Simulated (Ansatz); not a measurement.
# Ag: strong compression

An exercise on one series of results from a longer session: the logs are not shown, and one member is left open.

Computed with Ansatz 0.2.0 (DFT LDA, with the methods named in each step, unless a step's input says otherwise).

**The starting structure**

It takes space group Im-3m (No. 229, cubic). Conventional cell: a = 3.174 Å, b = 3.174 Å, c = 3.174 Å, α = 90.00°, β = 90.00°, γ = 90.00°. Ag (site symmetry m-3m) is surrounded by 8 Ag at 2.75 Å.

As a file:

```
CELL_PARAMETERS angstrom
-1.58714 1.58714 1.58714
1.58714 -1.58714 1.58714
1.58714 1.58714 -1.58714
ATOMIC_POSITIONS crystal
Ag 0.00000 0.00000 0.00000
```

Whether this phase is the stable one at these pressures isn't tested.

Set-up of the first run:

input.yaml reads:

```yaml
crystal:
  lattice:
    - [-1.587136441, 1.587136441, 1.587136441]
    - [1.587136441, -1.587136441, 1.587136441]
    - [1.587136441, 1.587136441, -1.587136441]
  atoms:
    - { symbol: Ag, position: [0.0, 0.0, 0.0] }
kpoints:
  mp_grid: { grid: [17, 17, 17] }
scf:
  occupations: { method: fermi_dirac, width: 0.1 }
hamiltonian:
  xc: lda
  pseudopotentials: { kind: paw }
output:
  forces: true
  stress: true
relax:
  f_tol: 0.005
  max_steps: 40
  cell: {}
```

Command:

```bash
$ ansatz run input.yaml --threads 1 --pin off --max-ram 2048MiB --backend cpu --events-out ev --progress --plain --runs-dir out
```

Steps of the session up to this table: Cell relaxed at zero pressure, PAW; Volume scaled by 1, PAW; Volume scaled by 0.95, PAW; Volume scaled by 0.95, PAW (source ansatz); Volume scaled by 0.85, PAW; Volume scaled by 0.75, PAW; Volume scaled by 0.65, PAW; Volume scaled by 0.55, PAW; Volume scaled by 0.45, PAW; Volume scaled by 0.4, PAW.

One of the session's tables, all rows but one given; the rest of the session is left out.

| method | volume over the first | volume (Å³/atom) | pressure (GPa) |
| --- | --- | --- | --- |
| PAW | 1 | 16.111 | -0.01 |
| PAW | 0.95 | 15.306 | 8.02 |
| PAW | 0.85 | 13.694 | 34.76 |
| PAW | 0.75 | 12.083 | 86.95 |
| PAW | 0.65 | ? | ? |
| PAW | 0.55 | 8.861 | 411.65 |
| PAW | 0.45 | 7.250 | 915.87 |
| PAW | 0.4 | 6.444 | 1407.26 |
| PAW (source ansatz) | 0.95 | 15.306 | 7.94 |

Q: Estimate the row for PAW, 0.65 from the others.

**Answer.** volume (Å³/atom): 10.472; pressure (GPa): 191.43. In the column «volume (Å³/atom)» it lies between PAW, 0.55 (8.861) and PAW, 0.75 (12.083).
